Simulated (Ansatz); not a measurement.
# AlGeH₄N, SMILES [NH]1[AlH][GeH2]1: a relaxed scan of one distance

Computed with Ansatz's Python interface.

Run as a notebook:

```python
import ansatz as az
import numpy as np

system = (
    az.Crystal.molecule()
    .atom("N", (-0.512, -0.9555, -0.3488))
    .atom("Al", (0.0477, 0.6078, -1.3213))
    .atom("Ge", (0.3205, 0.008, 0.9887))
    .atom("H", (-1.5081, -0.7544, -0.204))
    .atom("H", (0.7267, 1.242, -2.6379))
    .atom("H", (-0.6443, 0.5861, 2.0455))
    .atom("H", (1.6308, -0.802, 1.4321))
)
```

```python
calculation = (
    system.calculation()
    .basis(gaussian="def2-SVP")
    .functional("PBE0")
)
symbols = [site.symbol for site in system.cartesian_sites]
pairs = [(0, 1), (0, 2), (0, 3), (1, 2), (1, 4), (2, 5)]
print("held (A)   E (eV)        ", "  ".join(f"{symbols[i]}{i}-{symbols[j]}{j}" for i, j in pairs))
for length in [2.21, 2.4, 2.59, 2.88, 3.24]:
    rep = calculation.relax(constraints=[az.DistanceConstraint((1, 2), at=length)], force_tolerance=0.02, max_steps=60).run().report
    xyz = np.array(rep["positions_ang"])
    print(f"{length:6.2f} {rep['free_energy_ev']:14.5f}  ", "  ".join(f"{np.linalg.norm(xyz[i] - xyz[j]):.3f}" for i, j in pairs))
```

    held (A)   E (eV)         N0-Al1  N0-Ge2  N0-H3  Al1-Ge2  Al1-H4  Ge2-H5
    DeckWarning: relax.constraints: the input's atoms, or those drawn, lie off the distances that are held; a relaxation that starts there is brought onto them ahead of its first SCF, by positions alone, [...]
      2.21   -64647.31809   1.749  1.903  1.012  2.210  1.583  1.550
      2.40   -64647.46835   1.761  1.920  1.015  2.400  1.581  1.549
      2.59   -64647.24754   1.768  1.942  1.017  2.590  1.580  1.550
      2.88   -64646.61028   1.770  1.992  1.019  2.880  1.579  1.556
      3.24   -64648.09137   1.812  1.842  1.021  3.240  3.300  1.543

Notes:
- Total energies depend on the basis set; only differences at equal settings carry meaning.
- Warnings are shown shortened and without file and line.
- The energies are electronic: no zero-point or thermal terms, and the basis set is short of its limit.
- It ran for 2.9 min on 1 thread of Arm Neoverse V2, on a shared host, peak memory 0.25 GiB.
